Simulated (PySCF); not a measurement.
# CH4BBr: NMR shifts at several levels of theory, part 2 of 2

PySCF 2.14.0. Atoms count from 0. Earlier steps stand in the parts before.

## 7. Shielding tensors: OPBE/pcSseg-2

The job: settings as JSON, then the geometry in Å.

```
{"job": {"kind": "nmr", "xc": "OPBE", "basis": "pcSseg-2", "pop": false}, "charge": 0, "multiplicity": 1}
C     -0.731763    -0.339538    -0.180590
B      0.743889     0.136077    -0.256180
Br     2.200683    -1.096822    -0.351020
H     -1.224383     0.132986     0.687493
H     -1.267948     0.056474    -1.062548
H     -0.872933    -1.427401    -0.134930
H      1.055188     1.301627    -0.268669
```

Level: GIAO OPBE/pcSseg-2 NMR shielding, non-relativistic, gas phase.

Log:

```text
coarse grid: 27584 points
cycle   1  E = -2640.2857489950  dE = -1.222e+00  |g| = 9.633e-01  |ddm| = 1.831e+00
cycle   2  E = -2640.2413159413  dE =  4.443e-02  |g| = 7.687e-01  |ddm| = 6.737e-01
cycle   3  E = -2640.3128901916  dE = -7.157e-02  |g| = 2.983e-01  |ddm| = 5.698e-01
cycle   4  E = -2640.3336351650  dE = -2.074e-02  |g| = 8.335e-02  |ddm| = 2.657e-01
cycle   5  E = -2640.3358652458  dE = -2.230e-03  |g| = 2.568e-02  |ddm| = 8.644e-02
cycle   6  E = -2640.3360122204  dE = -1.470e-04  |g| = 3.075e-03  |ddm| = 1.671e-02
cycle   7  E = -2640.3360145702  dE = -2.350e-06  |g| = 4.644e-04  |ddm| = 2.520e-03
final grid: 56984 points
cycle   8  E = -2640.3360160659  dE = -5.806e-08  |g| = 4.134e-04  |ddm| = 1.553e-03
cycle   9  E = -2640.3360160321  dE =  3.375e-08  |g| = 5.086e-04  |ddm| = 7.675e-04
cycle  10  E = -2640.3360161090  dE = -7.688e-08  |g| = 1.650e-04  |ddm| = 4.978e-04
cycle  11  E = -2640.3360161154  dE = -6.411e-09  |g| = 1.332e-05  |ddm| = 1.141e-04
cycle  12  E = -2640.3360161155  dE = -3.229e-11  |g| = 3.021e-06  |ddm| = 1.010e-05
converged SCF energy = -2640.3360161155

GIAO shielding tensors (ppm)
atom      isotropic    diamagn.    paramagn.     s11        s22        s33       span
  0 C      164.329     247.722     -83.393    139.328    172.329    181.330     42.002
  1 B       16.145     191.100    -174.955    -48.972     -6.155    103.560    152.532
  2 Br    1976.845    3126.345   -1149.500   1260.670   2037.307   2632.557   1371.887
  3 H       29.732      29.337       0.394     26.625     27.462     35.108      8.483
  4 H       29.878      28.615       1.264     26.709     27.665     35.262      8.553
  5 H       29.669      29.170       0.498     25.948     30.193     32.864      6.917
  6 H       23.490      28.699      -5.209     20.280     23.225     26.966      6.686
```

It took 17 s on 1 thread of Arm Neoverse V1, shared host; peak memory 0.68 GiB.

Key values: δ C0 20.1, B1 81.6, Br2 612, H6 7.71, H3 1.44 ppm (means over like atoms).

## 8. NMR shieldings: KT2/pcSseg-2

Settings changed since step 7:

```diff
@@ -1,2 +1,2 @@
-{"job": {"kind": "nmr", "xc": "OPBE", "basis": "pcSseg-2", "pop": false}, "charge": 0, "multiplicity": 1}
+{"job": {"kind": "nmr", "xc": "KT2", "basis": "pcSseg-2", "pop": false}, "charge": 0, "multiplicity": 1}
 C     -0.731763    -0.339538    -0.180590
```

Method: GIAO KT2/pcSseg-2 NMR shielding, non-relativistic, gas phase.

Log:

```text
coarse grid: 27584 points
cycle   1  E = -2650.5280194147  dE = -1.166e+00  |g| = 7.304e-01  |ddm| = 1.708e+00
cycle   2  E = -2650.4785435519  dE =  4.948e-02  |g| = 6.235e-01  |ddm| = 6.419e-01
cycle   3  E = -2650.5542422579  dE = -7.570e-02  |g| = 2.649e-01  |ddm| = 5.573e-01
cycle   4  E = -2650.5719652402  dE = -1.772e-02  |g| = 8.113e-02  |ddm| = 2.399e-01
cycle   5  E = -2650.5740616819  dE = -2.096e-03  |g| = 1.673e-02  |ddm| = 7.748e-02
cycle   6  E = -2650.5740968904  dE = -3.521e-05  |g| = 2.526e-03  |ddm| = 1.098e-02
cycle   7  E = -2650.5740987045  dE = -1.814e-06  |g| = 1.098e-03  |ddm| = 3.325e-03
final grid: 56984 points
cycle   8  E = -2650.5740838449  dE =  1.445e-07  |g| = 1.429e-03  |ddm| = 2.117e-03
cycle   9  E = -2650.5740833724  dE =  4.726e-07  |g| = 1.938e-03  |ddm| = 2.465e-03
cycle  10  E = -2650.5740842460  dE = -8.736e-07  |g| = 3.545e-04  |ddm| = 1.502e-03
cycle  11  E = -2650.5740842794  dE = -3.341e-08  |g| = 2.614e-05  |ddm| = 2.786e-04
cycle  12  E = -2650.5740842796  dE = -1.783e-10  |g| = 3.696e-06  |ddm| = 2.604e-05
converged SCF energy = -2650.5740842796

GIAO shielding tensors (ppm)
atom      isotropic    diamagn.    paramagn.     s11        s22        s33       span
  0 C      161.606     244.686     -83.080    136.587    167.612    180.621     44.034
  1 B       16.405     191.193    -174.788    -47.937     -5.793    102.944    150.880
  2 Br    1949.162    3128.541   -1179.379   1230.992   2028.043   2588.450   1357.458
  3 H       29.722      29.467       0.254     26.690     27.485     34.990      8.300
  4 H       29.868      28.905       0.963     26.783     27.703     35.117      8.333
  5 H       29.741      29.761      -0.019     26.126     30.258     32.841      6.715
  6 H       23.582      28.419      -4.837     20.437     23.109     27.200      6.763
```

Run time: 17 s. Hardware: 1 thread of Arm Neoverse V1, shared host; peak memory 0.68 GiB.

This run: δ C0 20.7, B1 81.9, Br2 640, H6 7.59, H3 1.40 ppm (means over like atoms).

## 9. NMR shieldings: KT3/pcSseg-2

Settings changed since step 8:

```diff
@@ -1,2 +1,2 @@
-{"job": {"kind": "nmr", "xc": "KT2", "basis": "pcSseg-2", "pop": false}, "charge": 0, "multiplicity": 1}
+{"job": {"kind": "nmr", "xc": "KT3", "basis": "pcSseg-2", "pop": false}, "charge": 0, "multiplicity": 1}
 C     -0.731763    -0.339538    -0.180590
```

Level: GIAO KT3/pcSseg-2 NMR shielding, non-relativistic, gas phase.

Log:

```text
coarse grid: 27584 points
cycle   1  E = -2649.8586886538  dE = -1.182e+00  |g| = 7.113e-01  |ddm| = 1.704e+00
cycle   2  E = -2649.8134753972  dE =  4.521e-02  |g| = 5.874e-01  |ddm| = 6.919e-01
cycle   3  E = -2649.8859932227  dE = -7.252e-02  |g| = 2.545e-01  |ddm| = 5.612e-01
cycle   4  E = -2649.9025404035  dE = -1.655e-02  |g| = 7.511e-02  |ddm| = 2.210e-01
cycle   5  E = -2649.9042838552  dE = -1.743e-03  |g| = 1.531e-02  |ddm| = 7.258e-02
cycle   6  E = -2649.9043110415  dE = -2.719e-05  |g| = 2.499e-03  |ddm| = 1.062e-02
cycle   7  E = -2649.9043127733  dE = -1.732e-06  |g| = 1.148e-03  |ddm| = 3.488e-03
final grid: 56984 points
cycle   8  E = -2649.9043044892  dE =  1.227e-07  |g| = 1.465e-03  |ddm| = 2.320e-03
cycle   9  E = -2649.9043040784  dE =  4.109e-07  |g| = 1.926e-03  |ddm| = 2.486e-03
cycle  10  E = -2649.9043048953  dE = -8.169e-07  |g| = 3.299e-04  |ddm| = 1.468e-03
cycle  11  E = -2649.9043049247  dE = -2.941e-08  |g| = 2.579e-05  |ddm| = 2.615e-04
cycle  12  E = -2649.9043049249  dE = -1.764e-10  |g| = 3.450e-06  |ddm| = 2.655e-05
converged SCF energy = -2649.9043049249

GIAO shielding tensors (ppm)
atom      isotropic    diamagn.    paramagn.     s11        s22        s33       span
  0 C      161.991     244.457     -82.466    139.310    166.892    179.770     40.459
  1 B       18.819     190.376    -171.557    -43.391     -2.107    101.954    145.344
  2 Br    1994.524    3129.239   -1134.715   1296.280   2092.730   2594.561   1298.282
  3 H       29.932      29.533       0.399     26.927     27.703     35.166      8.240
  4 H       30.068      28.892       1.176     27.022     27.908     35.274      8.252
  5 H       29.943      29.588       0.355     26.312     30.479     33.039      6.727
  6 H       23.923      28.741      -4.819     20.829     23.440     27.499      6.671
```

Run time: 17 s. Hardware: 1 thread of Arm Neoverse V1, shared host; peak memory 0.68 GiB.

In short: δ C0 19.3, B1 79.8, Br2 576, H6 7.43, H3 1.37 ppm (means over like atoms).

## 10. NMR shieldings: B97-D/pcSseg-2

Settings changed since step 9:

```diff
@@ -1,2 +1,2 @@
-{"job": {"kind": "nmr", "xc": "KT3", "basis": "pcSseg-2", "pop": false}, "charge": 0, "multiplicity": 1}
+{"job": {"kind": "nmr", "xc": "B97-D", "basis": "pcSseg-2", "pop": false}, "charge": 0, "multiplicity": 1}
 C     -0.731763    -0.339538    -0.180590
```

Method: GIAO B97-D/pcSseg-2 NMR shielding, non-relativistic, gas phase.

Log:

```text
coarse grid: 27584 points
cycle   1  E = -2640.8519591003  dE = -1.210e+00  |g| = 8.994e-01  |ddm| = 1.797e+00
cycle   2  E = -2640.8068140364  dE =  4.515e-02  |g| = 7.127e-01  |ddm| = 6.488e-01
cycle   3  E = -2640.8819099781  dE = -7.510e-02  |g| = 2.882e-01  |ddm| = 5.422e-01
cycle   4  E = -2640.9016340839  dE = -1.972e-02  |g| = 7.280e-02  |ddm| = 2.341e-01
cycle   5  E = -2640.9032821693  dE = -1.648e-03  |g| = 2.829e-02  |ddm| = 8.190e-02
cycle   6  E = -2640.9034455520  dE = -1.634e-04  |g| = 2.731e-03  |ddm| = 1.736e-02
cycle   7  E = -2640.9034473326  dE = -1.781e-06  |g| = 4.657e-04  |ddm| = 2.182e-03
final grid: 56984 points
cycle   8  E = -2640.9034518251  dE = -9.639e-08  |g| = 5.186e-04  |ddm| = 1.589e-03
cycle   9  E = -2640.9034517822  dE =  4.290e-08  |g| = 7.208e-04  |ddm| = 1.105e-03
cycle  10  E = -2640.9034518919  dE = -1.097e-07  |g| = 1.412e-04  |ddm| = 6.170e-04
cycle  11  E = -2640.9034518965  dE = -4.632e-09  |g| = 1.926e-05  |ddm| = 1.111e-04
cycle  12  E = -2640.9034518966  dE = -1.137e-10  |g| = 4.941e-06  |ddm| = 1.925e-05
converged SCF energy = -2640.9034518966

GIAO shielding tensors (ppm)
atom      isotropic    diamagn.    paramagn.     s11        s22        s33       span
  0 C      159.983     245.540     -85.557    136.775    165.780    177.394     40.619
  1 B       14.680     190.791    -176.110    -48.832     -5.806     98.679    147.511
  2 Br    1953.668    3126.961   -1173.293   1226.009   2050.879   2584.114   1358.105
  3 H       29.974      29.588       0.386     27.000     27.811     35.111      8.112
  4 H       30.110      29.032       1.079     27.091     28.012     35.227      8.136
  5 H       29.973      29.764       0.209     26.371     30.582     32.966      6.595
  6 H       23.921      28.871      -4.950     20.689     23.561     27.513      6.825
```

Wall time 17 s (1 thread of Arm Neoverse V1, shared host); peak memory 0.68 GiB.

Key values: δ C0 19.0, B1 81.7, Br2 582, H6 7.47, H3 1.38 ppm (means over like atoms).

## 11. Nuclear shieldings: B3LYP/pcSseg-2

Settings changed since step 10:

```diff
@@ -1,2 +1,2 @@
-{"job": {"kind": "nmr", "xc": "B97-D", "basis": "pcSseg-2", "pop": false}, "charge": 0, "multiplicity": 1}
+{"job": {"kind": "nmr", "xc": "B3LYP", "basis": "pcSseg-2", "pop": false}, "charge": 0, "multiplicity": 1}
 C     -0.731763    -0.339538    -0.180590
```

With the program's defaults for keys left out, this is: GIAO B3LYP/pcSseg-2 NMR shielding, non-relativistic, gas phase.

Log:

```text
coarse grid: 27584 points
cycle   1  E = -2639.6177281070  dE = -1.188e+00  |g| = 1.024e+00  |ddm| = 1.762e+00
cycle   2  E = -2639.6114999459  dE =  6.228e-03  |g| = 7.430e-01  |ddm| = 4.708e-01
cycle   3  E = -2639.6570905971  dE = -4.559e-02  |g| = 1.660e-01  |ddm| = 3.211e-01
cycle   4  E = -2639.6618065799  dE = -4.716e-03  |g| = 4.497e-02  |ddm| = 1.289e-01
cycle   5  E = -2639.6624047944  dE = -5.982e-04  |g| = 9.522e-03  |ddm| = 4.078e-02
cycle   6  E = -2639.6624302802  dE = -2.549e-05  |g| = 1.212e-03  |ddm| = 7.111e-03
cycle   7  E = -2639.6624305506  dE = -2.704e-07  |g| = 4.239e-04  |ddm| = 8.712e-04
final grid: 56984 points
cycle   8  E = -2639.6624219574  dE = -1.413e-08  |g| = 5.220e-04  |ddm| = 1.096e-03
cycle   9  E = -2639.6624219517  dE =  5.666e-09  |g| = 6.151e-04  |ddm| = 6.392e-04
cycle  10  E = -2639.6624219924  dE = -4.068e-08  |g| = 2.363e-05  |ddm| = 2.888e-04
cycle  11  E = -2639.6624219926  dE = -1.392e-10  |g| = 7.488e-06  |ddm| = 3.030e-05
converged SCF energy = -2639.6624219926

GIAO shielding tensors (ppm)
atom      isotropic    diamagn.    paramagn.     s11        s22        s33       span
  0 C      159.594     243.150     -83.556    134.841    165.934    178.007     43.166
  1 B        8.062     189.212    -181.150    -59.904    -15.282     99.373    159.277
  2 Br    1975.286    3124.483   -1149.196   1219.192   2107.902   2598.765   1379.573
  3 H       29.981      29.478       0.503     26.886     27.824     35.234      8.348
  4 H       30.126      29.031       1.095     26.978     28.040     35.360      8.382
  5 H       29.932      29.775       0.157     26.223     30.622     32.952      6.729
  6 H       23.878      28.745      -4.867     20.452     23.484     27.699      7.247
```

It took 13 s on 1 thread of Arm Neoverse V1, shared host; peak memory 0.88 GiB.

This run: δ C0 19.6, B1 88.3, Br2 578, H6 7.51, H3 1.38 ppm (means over like atoms).

## 12. Run by run: NMR shifts

Shifts (ppm), means over like atoms, with basis size and wall time:

```tsv
run	C0	H6	H3	B1	Br2	functions	time
HF/pcSseg-2	16.5	6.98	1.26	79.6	341	191	7.2 s
LDA/pcSseg-2	22.9	7.97	1.50	93.7	786	191	15 s
PBE/pcSseg-2	21.3	7.79	1.45	88.0	677	191	17 s
BLYP/pcSseg-2	20.5	7.65	1.41	88.8	647	191	17 s
BP86/pcSseg-2	21.0	7.74	1.43	87.0	659	191	17 s
OPBE/pcSseg-2	20.1	7.71	1.44	81.6	612	191	17 s
KT2/pcSseg-2	20.7	7.59	1.40	81.9	640	191	17 s
KT3/pcSseg-2	19.3	7.43	1.37	79.8	576	191	17 s
B97-D/pcSseg-2	19.0	7.47	1.38	81.7	582	191	17 s
B3LYP/pcSseg-2	19.6	7.51	1.38	88.3	578	191	13 s
```

## 13. Outcome

The summary covers parts 1 to 2.

| quantity | value |
| --- | --- |
| 13C shifts against TMS (HF/pcSseg-2) | 16.5 ppm |
| 1H shifts against TMS (HF/pcSseg-2, means over atoms taken as alike) | 6.98, 1.26 ppm |
| 11B shifts against BF3·OEt2 (HF/pcSseg-2) | 79.6 ppm |
| 79Br shifts against HBr (HF/pcSseg-2) | 341 ppm |
| range of the shift of Br2 | 341 to 786 ppm |

What this shows: Single values in the summary come from the first run of each kind that ended normally (HF/pcSseg-2), which need not be the best level. At HF/pcSseg-2: Shielding is most anisotropic at Br2 (span 1132 ppm, paramagnetic term -843 ppm). Across the 10 runs the shift of Br2 moves most, between 341 (HF/pcSseg-2) and 786 ppm (LDA/pcSseg-2). Spin-orbit coupling is left out, which matters for shieldings and couplings at and beside the heavy atoms.
